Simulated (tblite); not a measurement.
# C17H15OPS (Diphenyl(Thiophen-2-Ylmethyl)Phosphine Oxide): the cost of one run

Computed with tblite 0.8.0 and PySCF 2.14.0 and routines of our own; the level stands in each step. Atoms count from 0.

## 1. The system as given

35 atoms, charge 0, multiplicity 1; geometry from: force field, distance geometry or constructed start.

## 2. Geometry optimisation with GFN2-xTB

The job: settings as JSON, then the geometry in Å.

```
{"job": {"kind": "relax", "xc": "GFN2-xTB", "basis": "xTB"}, "charge": 0, "multiplicity": 1}
O      0.521900    -1.605000     1.558700
P     -0.006200    -0.796800     0.373900
C      1.030400    -1.184800    -1.073900
C      2.433000    -0.707600    -0.897400
C      3.347800    -1.094300     0.073700
C      4.596200    -0.428200    -0.077800
C      4.604300     0.432200    -1.154300
S      3.113100     0.430300    -1.977500
C      0.008600     0.963800     0.680900
C     -0.018500     1.908700    -0.353000
C     -0.014800     3.275800    -0.073500
C      0.006800     3.715500     1.250000
C      0.026900     2.792800     2.295100
C      0.030700     1.425400     2.004100
C     -1.683300    -1.265400    -0.059600
C     -2.331800    -0.746100    -1.180400
C     -3.632300    -1.136500    -1.501200
C     -4.302200    -2.060700    -0.697000
C     -3.669900    -2.583300     0.429700
C     -2.365100    -2.192700     0.745600
H      0.567500    -0.736200    -1.965300
H      1.020000    -2.267600    -1.220000
H      3.132200    -1.805400     0.861300
H      5.447100    -0.576200     0.576600
H      5.415600     1.061300    -1.491700
H     -0.033000     1.593700    -1.391300
H     -0.023300     4.002800    -0.883400
H      0.013000     4.782500     1.470800
H      0.051700     3.132000     3.320400
H      0.051800     0.708600     2.829200
H     -1.829400    -0.025300    -1.830400
H     -4.131100    -0.722900    -2.376100
H     -5.316900    -2.360200    -0.942900
H     -4.186700    -3.301900     1.063300
H     -1.880900    -2.609000     1.621000
```

Run with:

```
$ OMP_NUM_THREADS=4 python large_run.py task.json out
```

This one command runs all jobs of the session in turn.

Q: Estimate the wall time and peak memory of this first job on 4 threads of Intel Xeon Platinum 8488C, shared host.

About 2 s, with a peak of 0.18 GiB.
